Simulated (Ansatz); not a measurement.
# Al (fcc type): the cost of one run

Computed with Ansatz 0.2.0 (DFT, r2SCAN, PAW with Ansatz's default frozen-core files, scalar-relativistic, unless a step's input says otherwise).

### Step 1. The structure to begin with

Symmetry: Fm-3m, No. 225, cubic system. The conventional cell has a = 4.050 Å, b = 4.050 Å, c = 4.050 Å, α = 90.00°, β = 90.00°, γ = 90.00°. Around Al (site symmetry m-3m) lie 12 Al at 2.86 Å.

Structure file:

```xyz
1
Lattice="0.0000 2.0251 2.0251 2.0251 0.0000 2.0251 2.0251 2.0251 0.0000" Properties=species:S:1:pos:R:3 pbc="T T T"
Al    0.0000    0.0000    0.0000
```

### Step 2. Bulk cell relaxed, PAW

The input, input.yaml:

```yaml
crystal:
  lattice:
    - [0.0, 2.0251003354, 2.0251003354]
    - [2.0251003354, 0.0, 2.0251003354]
    - [2.0251003354, 2.0251003354, 0.0]
  atoms:
    - { symbol: Al, position: [0.0, 0.0, 0.0] }
kpoints:
  mp_grid: { grid: [18, 18, 18] }
scf:
  occupations: { method: fermi_dirac, width: 0.05 }
hamiltonian:
  xc: r2scan
  pseudopotentials: { kind: paw }
output:
  forces: true
  stress: true
relax:
  f_tol: 0.005
  max_steps: 40
  cell: {}
```

The run is started by

```console
> ansatz run input.yaml --threads 2 --pin off --max-ram 4096MiB --backend cpu --events-out ev --progress --plain --runs-dir out
```

What time and memory should one allow on 2 threads of Arm Neoverse V2, shared host?

About 5.9 s, with a peak of 0.35 GiB.
